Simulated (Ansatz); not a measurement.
**CH6FInOSi: basis-set convergence**

Aim: see how fast density functionals converge with the basis set for CH6FInOSi.

Method: one geometry, several basis sets; program: Ansatz 0.2.0, Gaussian basis.

Plan: PBE0-D4/def2-SVP; ωB97M-V/def2-SVP; PBE0-D4/def2-QZVPP; ωB97M-V/def2-QZVPP; the functionals' def2-TZVPP values are taken from earlier runs.

## Step 1: Structure used throughout

An earlier PBE0-D4 in a triple-zeta def2 set relaxation fixed the geometry. In takes the def2 core potential; no spin-orbit term is included.

11 atoms, charge 0, spin multiplicity 1.

Atoms are counted from 1 here; the program's logs count them from 0.

Bond lengths: C1–In2 2.288 Å, C1–H6 1.096 Å, C1–H7 1.099 Å, C1–H8 1.098 Å, Si3–O4 1.635 Å, Si3–F5 1.597 Å, Si3–H9 1.480 Å, Si3–H10 1.474 Å, O4–H11 0.968 Å. Angles: In2–C1–H6 106.6°, In2–C1–H7 116.2°, In2–C1–H8 113.2°, H6–C1–H7 105.5°, H6–C1–H8 106.2°, H7–C1–H8 108.2°, O4–Si3–F5 109.5°, O4–Si3–H9 111.4°, O4–Si3–H10 106.7°, F5–Si3–H9 106.7°, F5–Si3–H10 108.2°, H9–Si3–H10 114.1°, Si3–O4–H11 119.0°.

## Step 2: PBE0-D4 in def2-SVP

in.yaml reads:

```yaml
crystal:
  periodic: [false, false, false]
  atoms:
    - {symbol: C, position_ang: [-1.672891, 0.339428, -1.207991]}
    - {symbol: In, position_ang: [-1.716205, -1.704610, -0.180724]}
    - {symbol: Si, position_ang: [1.692643, -0.138365, 1.242186]}
    - {symbol: O, position_ang: [0.944658, -0.651418, -0.118463]}
    - {symbol: F, position_ang: [0.617870, 0.031051, 2.411284]}
    - {symbol: H, position_ang: [-2.663411, 0.487694, -1.653000]}
    - {symbol: H, position_ang: [-0.958197, 0.452402, -2.035747]}
    - {symbol: H, position_ang: [-1.522868, 1.172400, -0.508716]}
    - {symbol: H, position_ang: [2.321468, 1.186747, 1.046814]}
    - {symbol: H, position_ang: [2.635741, -1.201004, 1.634329]}
    - {symbol: H, position_ang: [0.386791, -0.031326, -0.609373]}
basis:
  gaussian: {orbitals: def2-SVP}
hamiltonian: {xc: pbe0, dispersion: d4}
output: {orbitals: {seedname: orbitals}}
```

The runs that follow: ωB97M-V in def2-SVP; PBE0-D4 in def2-QZVPP; ωB97M-V in def2-QZVPP.

**Question.** What will the summary of the whole plan be? Wanted: PBE0-D4: double and triple zeta above quadruple; ωB97M-V: double and triple zeta above quadruple.

As calculated:

| quantity | value |
| --- | --- |
| PBE0-D4: double and triple zeta above quadruple | 11.16, 0.66 eV |
| ωB97M-V: double and triple zeta above quadruple | 11.36, 0.62 eV |

**Reading.** For PBE0-D4 the step from double to triple zeta gains 10.50 eV and the next only 0.66 eV. Total energies overstate the basis error of differences, where much of it tends to cancel.
